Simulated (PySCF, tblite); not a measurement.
# C6H10FNSi2: geometry, infrared bands and NMR shifts

Aim: predict the infrared bands and NMR shifts of C6H10FNSi2 (`Fc1cc(N[SiH3])ccc1[SiH3]`).

Computed with tblite 0.8.0 and PySCF 2.14.0, with density-fitted response routines of our own, on a single molecule in the gas phase. Atoms are numbered from 0 throughout.

**1. Starting geometry**

20 atoms, charge 0, multiplicity 1; geometry from: force field or distance geometry start.

Bonds of the start (Å): F0–C1 1.35, C1–C2 1.37, C2–C3 1.37, C3–N4 1.41, N4–Si5 1.80, C3–C6 1.39, C6–C7 1.40, C7–C8 1.37, C8–Si9 1.84, C8–C1 1.41, C2–H10 1.09, N4–H11 1.06, Si5–H12 1.47, Si5–H13 1.48, Si5–H14 1.48, C6–H15 1.10, C7–H16 1.08, Si9–H17 1.46, Si9–H18 1.47, Si9–H19 1.48.

**2. Optimising the geometry with GFN2-xTB**

Job settings and geometry (Å):

```
{"job": {"kind": "relax", "xc": "GFN2-xTB", "basis": "xTB"}, "charge": 0, "multiplicity": 1}
F      1.285600     2.357800     0.481000
C      0.870900     1.114500     0.140100
C     -0.452700     0.779000     0.059300
C     -0.915100    -0.468700    -0.287100
N     -2.279200    -0.832200    -0.372300
Si    -3.627000     0.323700    -0.085600
C      0.024300    -1.465800    -0.538600
C      1.394800    -1.182300    -0.448500
C      1.796100     0.083900    -0.113400
Si     3.598300     0.460400    -0.001100
H     -1.179300     1.571000     0.258500
H     -2.558300    -1.815800    -0.638600
H     -4.764000     0.042500    -0.973800
H     -3.190700     1.727000    -0.237300
H     -4.094200     0.098000     1.302800
H     -0.290800    -2.486700    -0.793000
H      2.131600    -1.942500    -0.645200
H      3.883700     1.638400    -0.814700
H      3.991400     0.702600     1.393600
H      4.369600    -0.694100    -0.508600
```

On the command line:

```sh
> OMP_NUM_THREADS=1 python probes_run.py task.json out
```

This one command runs all jobs of the session in turn.

**Question.** This job is followed by: GFN2-xTB harmonic vibrations, gas phase; GIAO PBE0/pcSseg-1 NMR shielding, non-relativistic, gas phase. Predict these results of the whole session: strongest single infrared mode (GFN2-xTB); zero-point energy (GFN2-xTB); 13C shifts against TMS (PBE0/pcSseg-1); 1H shifts against TMS (PBE0/pcSseg-1, means over atoms taken as alike); 19F shifts against CFCl3 (PBE0/pcSseg-1); 15N shifts against NH3 (PBE0/pcSseg-1); 29Si shifts against TMS (PBE0/pcSseg-1).

As calculated:

```
                                                              quantity                                         value
                             strongest single infrared mode (GFN2-xTB)                          788 cm⁻¹, 920 km/mol
                                          zero-point energy (GFN2-xTB)                                 83.8 kcal/mol
                                13C shifts against TMS (PBE0/pcSseg-1)  178.7, 156.5, 143.5, 116.3, 108.7, 102.5 ppm
1H shifts against TMS (PBE0/pcSseg-1, means over atoms taken as alike)        7.51, 6.49, 6.47, 4.81, 4.51, 3.33 ppm
                              19F shifts against CFCl3 (PBE0/pcSseg-1)                                    -103.7 ppm
                                15N shifts against NH3 (PBE0/pcSseg-1)                                      68.9 ppm
                               29Si shifts against TMS (PBE0/pcSseg-1)                              -64.5, -76.2 ppm
```

What this shows: Over 84 steps the energy fell by 0.537 eV; of the close pairs, N4–Si5 changed most, 1.799 to 1.734 Å. No mode is imaginary among the 54: a minimum at this level. The strongest single mode, at 788 cm⁻¹, has its largest shares on H19, H17 and H18 (the list is cut at 3 atoms). Unscaled tight-binding wavenumbers are off by several per cent, some by more. Its intensities can rank the bands wrongly. At PBE0/pcSseg-1: The largest span, 231 ppm, is at C7, where the paramagnetic term is -210 ppm. NICS(1)zz of -23 ppm above the planar ring from C1 marks a diatropic (aromatic) ring current.
